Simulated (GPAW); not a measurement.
# AlN (P6_3mc) in GPAW: further runs

The runs below take AlN through band structure, single point, with LDA, GLLB-SC, TB-mBJ.

Program: GPAW 26.7.0. These are calculated values, not measurements. Logs are shortened: lines on timing, memory, paths and dates and some standing lists are left out, and cuts for length are marked. The log counts tension as positive stress, the text compression.

**Experimental background.**

“Self-assembly of well-separated AlN nanowires directly on sputtered metallic TiN films”, 2019, arxiv:1910.07391 quotes, for a bulk crystal of AlN at 10 K: band gap 6.034 eV (an exciton energy, a little under the gap).

From “Structural and optical properties of self-assembled AlN nanowires grown on SiO2/Si substrates by molecular beam epitaxy”, 2024, arxiv:2402.00216, for a bulk crystal of AlN at 0 K: band gap 6.0343 eV (an exciton energy, a little under the gap).

How close the calculation comes is told below.

**1. Starting point**

Symmetry: P6_3mc, No. 186, hexagonal system. Conventional cell: a = 3.110 Å, b = 3.110 Å, c = 4.980 Å, α = 90.00°, β = 90.00°, γ = 120.00°. Around Al (site symmetry 3m) lie 4 N at 1.89 to 1.90 Å. N (site symmetry 3m) has 4 Al at 1.89 to 1.90 Å as nearest neighbours.

**2. Band structure, LDA**

Contents of run.py:

```python
from ase import Atoms
from ase.dft.bandgap import bandgap
from ase.io import write
from ase.units import GPa
from gpaw import GPAW, PW

atoms = Atoms(['Al', 'Al', 'N', 'N'],
              cell=[[3.11, 0.0, 0.0],
                    [-1.555, 2.6933390058, 0.0],
                    [0.0, 0.0, 4.98]],
              scaled_positions=[[0.6666666667, 0.3333333333, 0.0],
                                [0.3333333333, 0.6666666667, 0.5],
                                [0.6666666667, 0.3333333333, 0.382],
                                [0.3333333333, 0.6666666667, 0.882]],
              pbc=True)

calc = GPAW(mode=PW(800),
            xc='LDA',
            kpts={'size': (7, 7, 4), 'gamma': True},
            occupations={'name': 'fermi-dirac', 'width': 0.05},
            nbands=18,
            convergence={'density': 1e-05, 'energy': 1e-05},
            maxiter=150,
            txt='gpaw.txt')
atoms.calc = calc
energy = atoms.get_potential_energy()
forces = atoms.get_forces()
stress = atoms.get_stress()
calc.write('gs.gpw')
write('result.traj', atoms)
print(f'Energy: {energy:.6f} eV')
print('Forces (eV/A):')
print(forces.round(4))
print('Stress (GPa):', (stress / GPa).round(3))
print('Fermi level:', round(calc.get_fermi_level(), 4), 'eV')
print(f'Gap: {bandgap(calc)[0]:.4f} eV, direct: {bandgap(calc, direct=True)[0]:.4f} eV')

path = atoms.cell.bandpath('GMKGALHA,LM,KH', npoints=60, eps=1e-4)
bs_calc = calc.fixed_density(kpts=path, symmetry='off', nbands=29,
                             convergence={'bands': 'CBM+6.0', 'eigenstates': 1e-6}, txt='bands.txt')
bs = bs_calc.band_structure()
bs.write('bs.json')
print(f'Gap on the path: {bandgap(bs_calc)[0]:.4f} eV')
```

Potentials or basis: the program's PAW data sets (release 1.2.1) made for this functional, pw.

Started as:

```
> OMP_NUM_THREADS=1 python run.py
```

gpaw.txt:

```text
__  _  _
 | _ |_)|_||  |
 |__||  | ||/\| - 26.7.0

Input parameters:
  mode=PW(ecut=800.0),
  convergence={'density': 1e-05, 'energy': 1e-05},
  kpts=MonkhorstPack(size=(7, 7, 4), gamma=True),
  maxiter=150,
  nbands=18,
  occupations=Occupations(name='fermi-dirac', width=0.05),
  xc=XC(name='LDA')

Diagonalizing LCAO Hamiltonian
Converting LCAO to pw mode

        N

        Al
           N

           Al

Atoms  # Å, Bohr magnetons
|   | symbol |         x |        y |        z |    initial magnetic moments |
|---|--------|-----------|----------|----------|-----------------------------|
| 0 |     Al |  1.555000 | 0.897780 | 0.000000 | ( 0.0000,  0.0000,  0.0000) |
| 1 |     Al | -0.000000 | 1.795559 | 2.490000 | ( 0.0000,  0.0000,  0.0000) |
| 2 |      N |  1.555000 | 0.897780 | 1.902360 | ( 0.0000,  0.0000,  0.0000) |
| 3 |      N | -0.000000 | 1.795559 | 4.392360 | ( 0.0000,  0.0000,  0.0000) |

Unit cell  # Å
| periodic |         x |        y |        z |  lengths |     angles |
|----------|-----------|----------|----------|----------|------------|
|      yes |  3.110000 | 0.000000 | 0.000000 | 3.110000 |  90.000000 |
|      yes | -1.555000 | 2.693339 | 0.000000 | 3.110000 |  90.000000 |
|      yes |  0.000000 | 0.000000 | 4.980000 | 4.980000 | 120.000000 |

Number of symmetries: 6
Symmetry operations  # r_c * U_cc + t_c -> r_c
|   | kind |            matrix            |
|---|------|------------------------------|
| 0 |  σ   |  1, 1, 0,  0,-1, 0,  0, 0, 1 |
| 1 |  E   |  1, 0, 0,  0, 1, 0,  0, 0, 1 |
| 2 |  C3  |  0, 1, 0, -1,-1, 0,  0, 0, 1 |
| 3 |  σ   |  0,-1, 0, -1, 0, 0,  0, 0, 1 |
| 4 |  σ   | -1, 0, 0,  1, 1, 0,  0, 0, 1 |
| 5 |  C3  | -1,-1, 0,  1, 0, 0,  0, 0, 1 |

BZ-sampling:
  Number of BZ points: 196
  Number of IBZ points: 28

  Monkhorst-Pack size: [7, 7, 4]
  Monkhorst-Pack shift: [0.0, 0.0, 0.125]

K-points  # in reciprocal-cell coordinates
|     |                                coordinates |     weight |
|-----|--------------------------------------------|------------|
|   0 | (  0.00000000,   0.00000000,   0.00000000) | 0.00510204 |
|   1 | (  0.00000000,   0.00000000,   0.25000000) | 0.01020408 |
|   2 | (  0.00000000,   0.00000000,   0.50000000) | 0.00510204 |
|   3 | (  0.14285714,   0.00000000,  -0.25000000) | 0.03061224 |
|   4 | (  0.14285714,   0.00000000,   0.00000000) | 0.03061224 |
|   5 | (  0.14285714,   0.00000000,   0.25000000) | 0.03061224 |
|   6 | (  0.14285714,   0.00000000,   0.50000000) | 0.03061224 |
|   7 | (  0.28571429,  -0.14285714,   0.00000000) | 0.03061224 |
|   8 | (  0.28571429,  -0.14285714,   0.25000000) | 0.06122449 |
|   9 | (  0.28571429,  -0.14285714,   0.50000000) | 0.03061224 |
| ... |                                            |            |
|  27 | (  0.42857143,   0.42857143,   0.50000000) | 0.03061224 |

Plane wave coefficients: 2165
Cutoff: 800.0 eV

Spin-components: 1 (collinear spins)
Bands:           18
Projectors:      20
Spin-degeneracy: 2
Datatype:        complex128

Parallelization:
  kpt:    1
  domain: 1
  band:   1

Density:
  Valence electrons: 16.0
  Components: 1
  Grid points: [21 21 35]
  Charge: 0.0  # |e|

Potential:
  Grid points: [21 21 35]

species:
  Al:
    name:    Aluminium
    Z:       13.0
    valence: 3
    core:    10
    charge:  0.0  # [|e|]
    compensation charges:
      type: gauss
      rc: 0.34  # [Å]
      lmax: 2
    cutoffs:
      filter: 1.91  # [Å]
      core: 2.36  # [Å]
    projectors
    | kind |    occ | energy [eV] | rcut [Å] |
    |------|--------|-------------|----------|
    |   3s |  2.000 |      -7.830 |    1.085 |
    |   3p |  1.000 |      -2.783 |    1.085 |
    |    s |        |      19.382 |    1.085 |
    |    p |        |      24.428 |    1.085 |
    |    d |        |       0.000 |    1.085 |

    Using partial waves for Al as LCAO basis

  N:
    name:    Nitrogen
    Z:       7.0
    valence: 5
    core:    2
    charge:  0.0  # [|e|]
    compensation charges:
      type: gauss
      rc: 0.18  # [Å]
      lmax: 2
    cutoffs:
      filter: 1.11  # [Å]
      core: 0.96  # [Å]
    projectors
    | kind |    occ | energy [eV] | rcut [Å] |
    |------|--------|-------------|----------|
    |   2s |  2.000 |     -18.420 |    0.603 |
    |   2p |  3.000 |      -7.237 |    0.529 |
    |    s |        |       8.791 |    0.603 |
    |    p |        |      19.974 |    0.529 |
    |    d |        |       0.000 |    0.577 |

    Using partial waves for N as LCAO basis

Reference energy: -16098.591502  # eV

eigensolver:
  PPCG
  Converge bands: occupied
  niter=2

density mixing:
  MSR1-Mixer
  Pratt-step length: 0.05
  Maximum mixing coefficient: 0.75
  Old densities: 10
  SVD Regularization: 0.005
  Good broyden scale: 1.0
  Trust region scale: 1.0
  Backstep threshold: 4.0
  History deletion threshold: 6.0
  Fourier metric: weight=20.0, sigma=0.015

occupation numbers:
  Fermi-Dirac:
    width: 0.0500  # eV

poisson solver:
  ecut: 6400.0  # eV

xc functional:
  name: None

convergence criteria:
[... 6 lines left out ...]
|iter     | |      energy | eigst |  dens |
|---------|-|-------------|-------|-------|
|iter:   1| |  -37.122195 | -0.24 |       |
|iter:   2| |  -36.047226 | -2.02 | -0.55 |
|iter:   3| |  -32.886958 | -0.78 | -0.60 |
|iter:   4| |  -32.866158 | -2.93 | -1.24 |
|iter:   5| |  -32.863040 | -3.54 | -1.55 |
|iter:   6| |  -32.863088 | -5.91 | -2.74 |
|iter:   7| |  -32.863096c| -6.56 | -3.15 |
|iter:   8| |  -32.863096c| -7.97c| -4.35 |
|iter:   9| |  -32.863096c| -7.62c| -4.65 |
|iter:  10| |  -32.863096c| -8.58c| -5.09c|

Converged in 10 steps
Energy contributions relative to reference atoms: (reference = -16098.591502)

Energy contributions:
  Kinetic:          35.153883
  Coulomb:         -30.568228
  Zero:              0.156773
  External:          0.000000
  Xc:              -37.605524
  Entropy:          -0.000000
  Spinorbit:         0.000000
  ----------------------------
  Free energy:     -32.863096
  Extrapolated:    -32.863096

dipole moment: (-0.000001, -0.000001, -6.783419)  # |e|*Ang

Fermi level: 6.827
Eigenvalues  # (at kpt = [0.000, 0.000, 0.000])
| band index |      eig [eV] | occ [0-2] |
|------------|---------------|-----------|
|          0 |        -9.158 |     2.000 |
|          1 |        -6.932 |     2.000 |
|          2 |        -0.169 |     2.000 |
|          3 |         5.012 |     2.000 |
|          4 |         5.012 |     2.000 |
|          5 |         5.669 |     2.000 |
[... 8 lines left out ...]
|         14 |        18.841 |     0.000 |
|         15 |        18.841 |     0.000 |
|        ... |               |           |
|         17 |        20.544 |     0.000 |

Gap: 4.268 eV
Transition (v -> c):
  (s=0, k=0, n=7, [0.00, 0.00, 0.00]) -> (s=0, k=0, n=8, [0.00, 0.00, 0.00])
No difference between direct/indirect transitions

Forces  # eV/Ang
|        x |        y |        z |
|----------|----------|----------|
| -0.00000 | -0.00000 |  0.01694 |  # Al   0
|  0.00000 |  0.00000 |  0.01697 |  # Al   1
| -0.00000 |  0.00000 | -0.01688 |  # N    2
| -0.00000 |  0.00000 | -0.01694 |  # N    3

Stress tensor  # eV/Ang^3
|         x |         y |         z |
|-----------|-----------|-----------|
|  0.022125 | -0.000000 | -0.000000 |
|  0.000000 |  0.022125 |  0.000000 |
| -0.000000 |  0.000000 |  0.022065 |

# Writing to gs.gpw (mode='')
```

It took 53 s on 1 thread of Intel Xeon Platinum 8375C at 2.90GHz (Ice Lake), shared host; peak memory 0.29 GiB.

Results:

```yaml
Free_energy: -32.8631 eV
Pressure: -3.5 GPa
Largest_force: 0.017 eV/Å
Band_gap_on_the_k_mesh: 4.27 eV, direct
Band_gap_along_the_path: 4.27 eV, direct
```

Forces on the atoms (eV/Å):
```
Al   0.000  0.000  0.017
Al   0.000  0.000  0.017
N    0.000  0.000 -0.017
N    0.000  0.000 -0.017
```

Levels at the corners of the path, in eV from the valence-band top:
```
point  band 5  band 6  band 7  band 8  band 9  band 10  band 11  band 12
    Γ   -0.88   -0.22   -0.22    0.00    4.27     6.57    10.51    10.97
    M   -3.38   -2.12   -1.81   -0.70    5.67     5.69     8.12    10.15
    K   -3.83   -2.49   -2.41   -2.41    4.91     8.23     9.56     9.56
    Γ   -0.88   -0.22   -0.22    0.00    4.27     6.57    10.51    10.97
    A   -0.56   -0.56   -0.56   -0.56    6.45     6.45    10.17    10.17
    L   -1.49   -1.49   -1.38   -1.38    5.21     5.21     9.09     9.09
    H   -3.92   -3.92   -0.81   -0.81    7.30     7.30     7.71     7.71
    A   -0.56   -0.56   -0.56   -0.56    6.45     6.45    10.17    10.17
    L   -1.49   -1.49   -1.38   -1.38    5.21     5.21     9.09     9.09
    M   -3.38   -2.12   -1.81   -0.70    5.67     5.69     8.12    10.15
    K   -3.83   -2.49   -2.41   -2.41    4.91     8.23     9.56     9.56
    H   -3.92   -3.92   -0.81   -0.81    7.30     7.30     7.71     7.71
```

(Continued in part 2 of 2.)
